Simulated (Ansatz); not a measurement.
# BiTe (Fm-3m) in Ansatz: notebook

One crystal, BiTe, is run at these levels: HSE06 form with a typed share of exact exchange; tasks: single point.

All numbers are computed with Ansatz 0.2.0; they aren't measurements. Logs are shortened: lines on timing, memory, paths and dates and some standing lists are left out, and cuts for length are marked.

### 1 Starting point

Symmetry: Fm-3m, No. 225, cubic system. The conventional cell has a = 6.470 Å, b = 6.470 Å, c = 6.470 Å, α = 90.00°, β = 90.00°, γ = 90.00°. Around Bi (site symmetry m-3m) lie 6 Te at 3.23 Å. Te (site symmetry m-3m) is surrounded by 6 Bi at 3.23 Å.

### 2 Single point, HSE06 form with a typed share of exact exchange

File input.yaml:

```yaml
crystal:
  lattice:
    - [0.0, 3.235, 3.235]
    - [3.235, 0.0, 3.235]
    - [3.235, 3.235, 0.0]
  atoms:
    - { symbol: Bi, position: [0.0, 0.0, 0.0] }
    - { symbol: Te, position: [0.5, 0.5, 0.5] }
hamiltonian:
  xc: { exchange: pbe, correlation: pbe, exx: { coeff: 0.25, omega: 0.1 } }
  pseudopotentials: { kind: paw }
kpoints:
  mp_grid: { grid: [4, 4, 4] }
scf:
  occupations: { method: fermi_dirac, width: 0.05 }
output:
  forces: true
  stress: true
  eigenvalues: true
  write_density: true
  write_potential: true
  elf: true
  volumetric_format: npy
```

Potentials or basis: Ansatz PAW.

The run is started by

```console
ansatz run input.yaml --threads 2 --pin off --max-ram 5632MiB --backend cpu --events-out ev --progress --plain --runs-dir out
```

Standard output:

```text
Warning: output.stress: scf.convergence.dr2_threshold = 1e-7 eV (the SCF's general default) is looser than the 2e-10 eV advised for a printed stress (1e-10 eV for each atom of the cell: 2). What an SCF threshold leaves in a stress goes as its square root, and in the free energy as the threshold itself, and one threshold admits the most on a small cell: of the crystals measured, under no hybrid functional and no lock of the moments, on runs that ended without the residual-converged pass, on stresses that held no estimate of that error, the worst erred by over 100 MPa in a component at 1e-7 eV an atom and by under 5 at 1e-10. Set scf.convergence.dr2_threshold to 2e-10 eV or tighter. The threshold is an SCF's pass mark: one that does not reach it within its budget of iterations ends unconverged, or closes short of it on a stop that the run arms, and scf.convergence.dr2_threshold's page says what that costs each kind of run
Warning: output.stress: scf.exx.energy_threshold = 1e-6 eV is looser than the 2e-8 eV advised for a stress under a hybrid functional (1e-8 eV for each atom of the cell: 2). Every SCF of the exchange loop can meet its threshold on dr2 while the loop round them stops early: no threshold on dr2 bounds what that leaves in the stress. Set scf.exx.energy_threshold to 2e-8 eV or tighter. The threshold is the loop's pass mark: a loop that does not reach it within its budget of cycles ends unconverged, and scf.exx.energy_threshold's page has the law
Warning: RAYON_NUM_THREADS=2 ignored (pool sized by the plan → 2); use --threads N
exact exchange: scf.exx.singularity resolves to wigner_seitz, which cuts the screened interaction at the faces of the exchange supercell's Wigner-Seitz cell, so that each pair interacts once, at the shortest of its separations (the periodic images that this leaves out come, for a point-like exchange hole, to about 0.023 eV on a filled level). The cut falls within the interaction's reach, and what an exchange supercell this small leaves in the energy, the band gaps and, where it is computed, the pressure is not bounded here. The exchange supercell (the smallest cell that an SCF of this deck is solved on times the 4×4×4 mesh of the exchange sum) has its nearest image at L = 18.30 Å, 1.83 times the interaction's range 1/ω = 10.00 Å. A denser mesh of the exchange sum (kpoints.mp_grid; where a k-mesh is refused, the cell repeated along its short axes), shrinks what is left. The k-mesh (kpoints.mp_grid) can leave an error of its own, as it does under a semilocal functional: two runs of this structure under PBE, one on that k-mesh and one on a denser one or on the cell repeated (per cell), show about how large it is in the energy; in a metal the hybrid's can be larger than they show. Converge the k-mesh under the hybrid itself. See scf.exx.q_mesh
Engine: ansatz 0.2.0, x86_64-unknown-linux-gnu
Pseudopotentials: kind: paw
Pseudopotential: Bi, paw, valence charge 15, recommended cutoff 420 eV (normal), Bi.paw.azcp
Pseudopotential: Te, paw, valence charge 16, recommended cutoff 420 eV (normal), Te.paw.azcp
Functional definition: unnamed
  parameter a_1 = 0.25
  parameter omega_1 = 0.1/angstrom
  exchange = pbe_x + (-a_1)*pbe_x_sr(omega_1) + a_1*exact_x_sr(omega_1)
  correlation = pbe_c
Crystal: 2 atoms, lattice volume = 67.710 Å³
Basis set: ecut = 420 eV, 1363 PW (Γ), exchange–correlation on 64×64×64 points (8 copies of the dense FFT grid, shifted against one another)
Bands: 20, of which v1, the nominal top of the filled ones, is band 16 counted from 1 (15 counted from 0)
Symmetry: 48 space group operations
Space group: Fm-3m (ITA 225), of the structure as read, at distance tolerance 4.1e-5 Å
k-points: 8 of 64
Non-local potential: Bi, projectors of the file, l = 0: 2, l = 1: 2, l = 2: 2, l = 3: 2
Non-local potential: Te, projectors of the file, l = 0: 2, l = 1: 2, l = 2: 2, l = 3: 2
PAW form: soft (Blöchl's): semilocal exchange-correlation on the pseudo side does not see the compensation charge
PAW frozen core: Bi, regenerated for the run's functional, and the local potential with it (the file was generated under x = pbe(κ = 0.804, μ = 0.2195149727645171), c = pbe(β = 0.06672455060314922))
PAW frozen core: Te, regenerated for the run's functional, and the local potential with it (the file was generated under x = pbe(κ = 0.804, μ = 0.2195149727645171), c = pbe(β = 0.06672455060314922))
PAW one-centre angular grid: Bi, 590 points (default); XC on 64 Gauss nodes
PAW one-centre angular grid: Te, 590 points (default); XC on 64 Gauss nodes
Initial density: superposition of atomic densities (neutral atoms: chi_scale 0, normalization atom), corrected by the library's trained network
Initial wavefunctions: pseudopotential atomic-orbital guess
Functional: x = pbe(κ = 0.804, μ = 0.2195149727645171), c = pbe(β = 0.06672455060314922), warm-up for x = pbe(κ = 0.804, μ = 0.2195149727645171) + 0.25 (exact − pbe) at short range (hse, ω = 0.1 Å⁻¹), c = pbe(β = 0.06672455060314922)
SCF iter   1: F=—  HF=-19376.687174 eV  |F-HF|=—  |Δ(HF+E_count)|=         —  Δρ=1.44e-3  dr2=2.51e-3  ethr=1.77e-3  ⟨swp⟩=11.8  Hψ=703  notcnv=0
preconditioner: auto → Kerker (q_TF=auto, 2.395 Å⁻¹)  [metal: Δε(μ)=0.086 eV  Ē_g=9.533 eV  σ=0.050 eV  W_gap=0.39  n_scr=14 (ndim 8)  ℏωp=15.0 eV  f_vac=0.012  D(μ)=3.11/eV (n_scr^D=26)]
SCF iter   2: F=—  HF=-19376.687993 eV  |F-HF|=—  |Δ(HF+E_count)|=   8.19e-4  Δρ=9.11e-4  dr2=1.01e-3  ethr=8.09e-6  ⟨swp⟩=4.6  Hψ=477  notcnv=0  defer=6
iter 3 solved again at ethr=2.30e-7 eV; its pass at ethr=3.25e-6 eV (dr2=7.13e-5 eV) is discarded
SCF iter   3: F=—  HF=-19376.687959 eV  |F-HF|=—  |Δ(HF+E_count)|=   3.43e-5  Δρ=2.28e-4  dr2=7.15e-5  ethr=2.30e-7  ⟨swp⟩=3.2  Hψ=624  notcnv=0  defer=2
SCF iter   4: F=—  HF=-19376.687972 eV  |F-HF|=—  |Δ(HF+E_count)|=   1.37e-5  Δρ=7.28e-5  dr2=7.07e-6  ethr=2.30e-7  ⟨swp⟩=3.1  Hψ=310  notcnv=0  defer=2
SCF iter   5: F=—  HF=-19376.687979 eV  |F-HF|=—  |Δ(HF+E_count)|=   7.04e-6  Δρ=2.19e-5  dr2=2.76e-7  ethr=2.28e-8  ⟨swp⟩=3.2  Hψ=337  notcnv=0  defer=1
SCF iter   6: F=—  HF=-19376.687980 eV  |F-HF|=—  |Δ(HF+E_count)|=   1.01e-6  Δρ=6.99e-6  dr2=2.70e-8  ethr=8.90e-10  ⟨swp⟩=3.5  Hψ=415  notcnv=0  defer=1
SCF iter   7: F=—  HF=-19376.687980 eV  |F-HF|=—  |Δ(HF+E_count)|=   1.04e-7  Δρ=1.37e-6  dr2=1.20e-9  ethr=8.69e-11  ⟨swp⟩=3.6  Hψ=339  notcnv=0  defer=1
SCF iter   8: F=-19376.687980 eV  HF=-19376.687980 eV  |F-HF|=5.46e-11  |Δ(HF+E_count)|=   3.37e-9  Δρ=2.71e-7  dr2=3.96e-11  ethr=3.88e-12  ⟨swp⟩=3.8  Hψ=385  notcnv=0  defer=1
SCF 1 converged in 8 iterations: F = -19376.687980 eV  dr2 = 3.96e-11
Initial density: handed on by an earlier stage of this run
Initial wavefunctions: those handed on with the density
Functional: x = pbe(κ = 0.804, μ = 0.2195149727645171) + 0.25 (exact − pbe) at short range (hse, ω = 0.1 Å⁻¹), c = pbe(β = 0.06672455060314922)
Exchange kernel: α = 0.2500, screened, ω = 0.1000 Å⁻¹, Wigner–Seitz truncation, v(0) = 3367.5341 eV·Å³, q-mesh 4×4×4, nearest image of the exchange supercell L = 18.30 Å, pair-density grid 18×18×18, without the augmentation charges, whose exchange is taken in its separable form by FFT convolution over the k-point mesh (sized by the pseudopotential files, 25×25×25 at the most), smooth part of the exact exchange by density-matrix convolution
Frozen-core exchange: fock
iter 1 solved again at ethr=1.63e-5 eV; its pass at ethr=1.00e-1 eV (dr2=5.04e-3 eV) is discarded
SCF iter   1: F=—  HF=-19384.699578 eV  |F-HF|=—  |Δ(HF+E_count)|=         —  Δρ=4.04e-3  dr2=7.01e-3  ethr=1.63e-5  ⟨swp⟩=5.2  Hψ=946  notcnv=0
preconditioner: auto → none  [insulator: Δε(μ)=0.221 eV  Ē_g=10.884 eV  σ=0.050 eV  W_gap=0.75  n_scr=14 (ndim 8)  ℏωp=14.9 eV  f_vac=0.013  D(μ)=1.57/eV (n_scr^D=14)]
SCF iter   2: F=—  HF=-19384.706530 eV  |F-HF|=—  |Δ(HF+E_count)|=   6.95e-3  Δρ=2.21e-3  dr2=1.77e-3  ethr=1.63e-5  ⟨swp⟩=3.2  Hψ=330  notcnv=0  defer=1
SCF iter   3: F=—  HF=-19384.706302 eV  |F-HF|=—  |Δ(HF+E_count)|=   2.28e-4  Δρ=1.84e-4  dr2=3.92e-5  ethr=5.62e-6  ⟨swp⟩=3.2  Hψ=306  notcnv=0  defer=1
SCF iter   4: F=-19384.706309 eV  HF=-19384.706314 eV  |F-HF|=5.59e-6  |Δ(HF+E_count)|=   1.24e-5  Δρ=8.31e-5  dr2=6.00e-6  ethr=9.22e-8  ⟨swp⟩=4.1  Hψ=435  notcnv=0  defer=1
SCF 2 stopped early in 4 iterations: F = -19384.706309 eV  dr2 = 6.00e-6
hybrid outer 1: dexx = +9.545e-3 eV, tail = 7.49e-5 eV
Exchange kernel: α = 0.2500, screened, ω = 0.1000 Å⁻¹, Wigner–Seitz truncation, v(0) = 3367.5341 eV·Å³, q-mesh 4×4×4, nearest image of the exchange supercell L = 18.30 Å, pair-density grid 18×18×18, without the augmentation charges, whose exchange is taken in its separable form by FFT convolution over the k-point mesh (sized by the pseudopotential files, 25×25×25 at the most), smooth part of the exact exchange by density-matrix convolution
Frozen-core exchange: fock
SCF iter   1: F=—  HF=-19384.706275 eV  |F-HF|=—  |Δ(HF+E_count)|=         —  Δρ=3.42e-5  dr2=1.19e-6  ethr=1.21e-6  ⟨swp⟩=4.6  Hψ=360  notcnv=0
preconditioner: auto → none  [insulator: Δε(μ)=0.322 eV  Ē_g=10.918 eV  σ=0.050 eV  W_gap=0.82  n_scr=14 (ndim 8)  ℏωp=15.0 eV  f_vac=0.012  D(μ)=1.14/eV (n_scr^D=8)]
SCF iter   2: F=—  HF=-19384.706275 eV  |F-HF|=—  |Δ(HF+E_count)|=   3.01e-7  Δρ=2.04e-5  dr2=2.87e-7  ethr=3.75e-9  ⟨swp⟩=4.2  Hψ=445  notcnv=0  defer=1
SCF iter   3: F=—  HF=-19384.706275 eV  |F-HF|=—  |Δ(HF+E_count)|=   6.27e-9  Δρ=8.49e-6  dr2=4.54e-8  ethr=8.56e-10  ⟨swp⟩=3.2  Hψ=316  notcnv=0  defer=4
SCF iter   4: F=-19384.706275 eV  HF=-19384.706275 eV  |F-HF|=6.47e-9  |Δ(HF+E_count)|=  9.09e-11  Δρ=2.13e-6  dr2=7.80e-9  ethr=1.46e-10  ⟨swp⟩=3.9  Hψ=390  notcnv=0  defer=4
SCF 3 converged in 4 iterations: F = -19384.706275 eV  dr2 = 7.80e-9
  Residual-converged pass: ⟨swp⟩=3.9  Hψ=418  notcnv=0  max |occ|·‖R‖ = 2.4e-6 eV (tolerance 2.4e-6 eV)  dr2=8.01e-9  dr2_onsite=3.58e-10  max |Δocc| = 2.1e-12
hybrid outer 2: dexx = +3.489e-7 eV, tail = 2.17e-8 eV, Δε = 5.72e-3 eV (about 2.28e-4 eV left of the loop's levels)
hybrid SCF converged: 2 outer / 8 inner (+8 warm-up), last move |dexx| = 3.49e-7 eV, tail = 2.17e-8 eV
Stability not checked: this state was not tested for a lower state beside it, because the functional holds exact exchange (a hybrid, or Hartree-Fock), whose exchange loop this test does not read (fock_operator; see scf.lower_state_search)
Free energy (F): -19384.706275 eV
Frozen-core exchange: fock
Harris-Foulkes:  -19384.706275 eV  (|F-HF|=6.47e-9)
Internal energy: -19384.696691 eV  (E = F + TS)
E sigma→0 (E₀):  -19384.701483 eV
Entropy (-TS):   -0.009584 eV (-4.792 meV/atom)
Fermi energy:    9.771644 eV
--- Per-component energies (eV) ---
  E_band       = -430.387927
  E_kinetic    = 479.698002
  E_local      = -2758.750153  (includes V_loc(G=0)·N_el)
  E_nonlocal   = 250.151980
  E_hartree    = 1289.901447
  E_xc         = -216.631903
  E_vxc        = -194.891424  (∫ρ·V_xc dr)
  E_exx        = -86.225611  (= α·E_x^exact, valence–valence)
  E_paw        = -15306.665332  (= ΣΔE_a)
  E_vpaw       = -613.946059  (= ΣTr[D̂ρ^β])
  E_aug_tail   = -0.000617  (compensation charges beyond the density's cutoff)
  E_ewald      = -3036.155726
  E_core_change = -0.018768  (= ΣΔE_core)
  E_smearing   = -0.009584  (= −TS)
  E_closure    = -0.000009  (closes the sum)
  Σ components = -19384.706275   (vs F -19384.706275, Δ=3.64e-12)
--- Forces (eV/Å), atoms counted from 1 ---
  atom   1  Bi    -0.00000000     0.00000000     0.00000000
  atom   2  Te     0.00000000    -0.00000000    -0.00000000
  max |Σ_I F_I| component: 2.83e-30 eV/Å
--- Stress (GPa, compression-positive) ---
       -1.597811      -0.000000       0.000000
       -0.000000      -1.597811       0.000000
       -0.000000       0.000000      -1.597811
  P = ⅓ Tr σ = -1.5978 GPa (-15.978 kbar)
--- Band table (eV; the first three rows and the last of 8) ---
  k-point 0: bands = ["-30.5335", "-30.5335", "-30.5286", "-30.5286", "-30.5286", "-15.8244", "-15.8244", "-15.8133", "-15.8133", "-15.8133", "-5.5286", "0.7817", "6.5427", "6.5427", "6.5427", "12.4374", "12.4374", "12.4374", "14.9456", "14.9456"]
  k-point 1: bands = ["-30.5333", "-30.5333", "-30.5284", "-30.5283", "-30.5283", "-15.8275", "-15.8275", "-15.8125", "-15.8104", "-15.8104", "-4.9094", "-0.6875", "6.7729", "6.7729", "7.1840", "10.4860", "10.5916", "10.5916", "15.1288", "16.1120"]
  k-point 2: bands = ["-30.5331", "-30.5331", "-30.5283", "-30.5281", "-30.5281", "-15.8303", "-15.8303", "-15.8114", "-15.8072", "-15.8072", "-3.3954", "-2.8551", "7.3001", "7.3001", "7.8102", "8.9239", "8.9675", "8.9675", "17.7782", "18.3134"]
  k-point 7: bands = ["-30.5335", "-30.5330", "-30.5282", "-30.5282", "-30.5276", "-15.8362", "-15.8253", "-15.8100", "-15.8100", "-15.8027", "-2.9812", "-2.3943", "3.8002", "3.8002", "7.7406", "9.4264", "14.3340", "14.3340", "15.5218", "15.5218"]
```

It took 22 s on 2 threads of Intel Xeon Platinum 8259CL at 2.50GHz (Skylake/Cascade Lake), shared host; peak memory 0.93 GiB.

What came out:

```
Free energy            : -19384.7063 eV
Pressure               : -1.6 GPa
Band gap on the k mesh : none (metal or under the smearing width)
```

Levels at points of the mesh, in eV from the Fermi level:
```tsv
k point	band 13	band 14	band 15	band 16	band 17	band 18
(0.00, 0.00, 0.00)	-3.23	-3.23	-3.23	2.67	2.67	2.67
(0.00, 0.00, -0.50)	-2.47	-2.47	-1.96	-0.85	-0.80	-0.80
(0.00, -0.50, -0.50)	-6.74	-4.90	-4.90	2.57	4.22	4.22
```

Caveat: the k mesh is coarse (spacing up to 0.42 Å⁻¹), so the values aren't converged, least of all with exact exchange; spin-orbit coupling is left out, which moves the levels of the heavy elements; the PAW data sets come from PBE, with cores solved anew for the run's functional, which leaves a small shift of forces and pressure; the thresholds are loose for stress.

### 3 Single point, HSE06 form with a typed share of exact exchange

input.yaml: that of step 2 with these lines changed.

```diff
@@ -9,3 +9,6 @@
 hamiltonian:
-  xc: { exchange: pbe, correlation: pbe, exx: { coeff: 0.25, omega: 0.1 } }
+  xc:
+    exchange: pbe
+    correlation: pbe
+    exx: { coeff: 0.25, omega: 0.15 }
   pseudopotentials: { kind: paw }
@@ -19,5 +22 @@
   eigenvalues: true
-  write_density: true
-  write_potential: true
-  elf: true
-  volumetric_format: npy
```

Potentials or basis: Ansatz PAW.

The run is started by

```console
ansatz run input.yaml --threads 2 --pin off --max-ram 5632MiB --backend cpu --events-out ev --progress --plain --runs-dir out
```

Wall time 24 s (2 threads of Intel Xeon Platinum 8259CL at 2.50GHz (Skylake/Cascade Lake), shared host); peak memory 0.93 GiB.

The run converged. Its results:

- Free energy: -19384.7225 eV
- Pressure: -1.5 GPa
- Band gap on the k mesh: none (metal or under the smearing width)

Levels at points of the mesh, in eV from the Fermi level:
```
             k point  band 13  band 14  band 15  band 16  band 17  band 18
  (0.00, 0.00, 0.00)    -3.12    -3.12    -3.12     2.60     2.60     2.60
 (0.00, 0.00, -0.50)    -2.38    -2.38    -1.87    -0.79    -0.74    -0.74
(0.00, -0.50, -0.50)    -6.61    -4.77    -4.77     2.52     4.15     4.15
```

Caveat: the k mesh is coarse (spacing up to 0.42 Å⁻¹), so the values aren't converged, least of all with exact exchange; spin-orbit coupling is left out, which moves the levels of the heavy elements; the PAW data sets come from PBE, with cores solved anew for the run's functional, which leaves a small shift of forces and pressure; the thresholds are loose for stress.
